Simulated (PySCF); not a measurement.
**Magnesium: the same states on changed settings**

An exercise on one series of results from a longer session: the logs are not shown, and one member is left open.

Program: PySCF 2.14.0. Level of theory: unrestricted determinants in a Gaussian basis, no spin-orbit coupling in the energies. These are calculated values, not measurements, unless marked.

## Starting point

| Quantity | Value |
| --- | --- |
| Element | magnesium (Z = 12) |
| Basis | cc-pVDZ-DK |
| Hamiltonian | the spin-free X2C one-electron Hamiltonian (Gaussian nucleus) |
| State 1 | Mg: [Ne] 3s2, closed-shell 1S |
| State 2 | Mg⁺: [Ne] 3s1, 2S determinant |
| Methods | MP2, CCSD(T) |
| Core shells frozen in the correlated runs | all electrons: nothing (for Mg) |

Outer shells as boxes (Hund's rule):

Mg [Ne] 3s2
```
[Ne] core
3s [↑↓]
```

Mg+ [Ne] 3s1
```
[Ne] core
3s [↑ ]
```

The sound run (cc-pVDZ-DK, the spin-free X2C one-electron Hamiltonian (Gaussian nucleus), symmetry-adapted start, fine grid, valence correlation) gave:

| species | method | energy (hartree) |
| --- | --- | --- |
| Mg | UHF | -199.91418 |
| Mg | M06-2X | -200.36349 |
| Mg | MN15 | -200.34180 |
| Mg | MP2 (valence) | -199.93554 |
| Mg | CCSD(T) (valence) | -199.94702 |
| Mg⁺ | UHF | -199.67040 |
| Mg⁺ | M06-2X | -200.07704 |
| Mg⁺ | MN15 | -200.06096 |

One driver process ran all states and methods and kept the integrals in memory. Each run is shown as a PySCF script that sums up its settings (the driver passes frozen orbitals as a list and adds second-order terms of double hybrids); the logs are those of the runs themselves. The driver starts from symmetry-adapted Hartree-Fock orbitals, holds the occupation by maximum overlap and uses a logarithmic radial grid for functionals, so a plain start would take other cycles.

Set-up of the first run:

The driver's launch:

```bash
> OMP_NUM_THREADS=1 python atomrun2.py TASK.json OUT
```

input.py reads:

```python
from pyscf import gto, scf, dft, mp, cc
import basis_set_exchange as bse
mol = gto.M(atom="Mg 0 0 0", charge=0, spin=0, symmetry="D2h",
            basis=gto.basis.parse(bse.get_basis("cc-pVDZ-DK", elements=["Mg"], fmt="nwchem", header=False)),
            nucmod="G")
mf = scf.UHF(mol).sfx2c1e()
mf.irrep_nelec = {'Ag': (3, 3), 'B1u': (1, 1), 'B2u': (1, 1), 'B3u': (1, 1)}
mf.kernel()
mp.UMP2(mf, frozen=0).kernel()
```

input.py reads:

```python
from pyscf import gto, scf, dft, mp, cc
import basis_set_exchange as bse
mol = gto.M(atom="Mg 0 0 0", charge=0, spin=0, symmetry="D2h",
            basis=gto.basis.parse(bse.get_basis("cc-pVDZ-DK", elements=["Mg"], fmt="nwchem", header=False)),
            nucmod="G")
mf = scf.UHF(mol).sfx2c1e()
mf.irrep_nelec = {'Ag': (3, 3), 'B1u': (1, 1), 'B2u': (1, 1), 'B3u': (1, 1)}
mf.kernel()
mycc = cc.CCSD(mf, frozen=0).run()
mycc.ccsd_t()
```

Steps of the session up to this table: Changed run, Mg; Changed run, Mg⁺, method by method.

One of the session's tables, all rows but one given; the rest of the session is left out.

Ionisation energy of Mg:

```
 method  sound run (eV)
    UHF               ?
    MP2           7.215
SCS-MP2           7.331
   CCSD           7.527
CCSD(T)           7.527
```

**Question.** Estimate the row for UHF.

As computed: sound run (eV): 6.634. In the column «sound run (eV)» it is the lowest.
